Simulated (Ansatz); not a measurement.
# MnInC4N4: the cost of one run

Program: Ansatz 0.2.0. Level of theory: DFT PBE, scalar-relativistic, plane waves, PAW. These are calculated values, not measurements.

### Step 1. Starting point

Symmetry: P-43m, No. 215, cubic system. Conventional cell: a = 6.011 Å, b = 6.011 Å, c = 6.011 Å, α = 90.00°, β = 90.00°, γ = 90.00°. Mn (site symmetry -43m) has 4 C at 1.94 Å in its first shell of neighbours. In (site symmetry -43m) has 4 N at 2.10 Å in its first shell of neighbours. Around C (site symmetry 3m) lie 1 N at 1.17 Å and 1 Mn at 1.94 Å. Around N (site symmetry 3m) lie 1 C at 1.17 Å.

Coordinates:

```
Mn In C N
1.0
     6.01079    0.00000    0.00000
     0.00000    6.01079    0.00000
     0.00000    0.00000    6.01079
Mn In C N
1 1 4 4
Direct
  0.00000 0.00000 0.00000
  0.50000 0.50000 0.50000
  0.18615 0.18615 0.18615
  0.18615 0.81385 0.81385
  0.81385 0.18615 0.81385
  0.81385 0.81385 0.18615
  0.29853 0.29853 0.29853
  0.29853 0.70147 0.70147
  0.70147 0.29853 0.70147
  0.70147 0.70147 0.29853
```

Recipe of the guess: two interpenetrating cyanide-bridged diamond nets (P-43m, No. 215). Lengths come from tabulated atomic sizes and are only a guess.

### Step 2. A first look at the guess

Input file input.yaml:

```yaml
crystal:
  lattice:
    - [6.01079365, 0.0, 0.0]
    - [0.0, 6.01079365, 0.0]
    - [0.0, 0.0, 6.01079365]
  atoms:
    - { symbol: Mn, position: [0.0, 0.0, 0.0], spin: 4.0 }
    - { symbol: In, position: [0.5, 0.5, 0.5] }
    - { symbol: C, position: [0.18614927, 0.18614927, 0.18614927] }
    - { symbol: C, position: [0.18614927, 0.81385073, 0.81385073] }
    - { symbol: C, position: [0.81385073, 0.18614927, 0.81385073] }
    - { symbol: C, position: [0.81385073, 0.81385073, 0.18614927] }
    - { symbol: "N", position: [0.2985304, 0.2985304, 0.2985304] }
    - { symbol: "N", position: [0.2985304, 0.7014696, 0.7014696] }
    - { symbol: "N", position: [0.7014696, 0.2985304, 0.7014696] }
    - { symbol: "N", position: [0.7014696, 0.7014696, 0.2985304] }
basis:
  ecutwfc: 420
kpoints:
  mp_grid: { grid: [4, 4, 4] }
hamiltonian:
  xc: pbe
scf:
  occupations: { method: gaussian, width: 0.1 }
  lower_state_search: "off"
output:
  forces: true
  stress: true
  eigenvalues: true
  populations: true
magnetization:
  spin_polarized: true
```

Run with:

```sh
ansatz run input.yaml --threads 1 --pin off --max-ram 2560MiB --backend cpu --events-out ev --progress --plain --runs-dir out
```

Q: Estimate wall time and peak memory on 1 thread of Intel Xeon Platinum 8488C (Sapphire Rapids), shared host.

About 19 s, with a peak of 0.57 GiB.
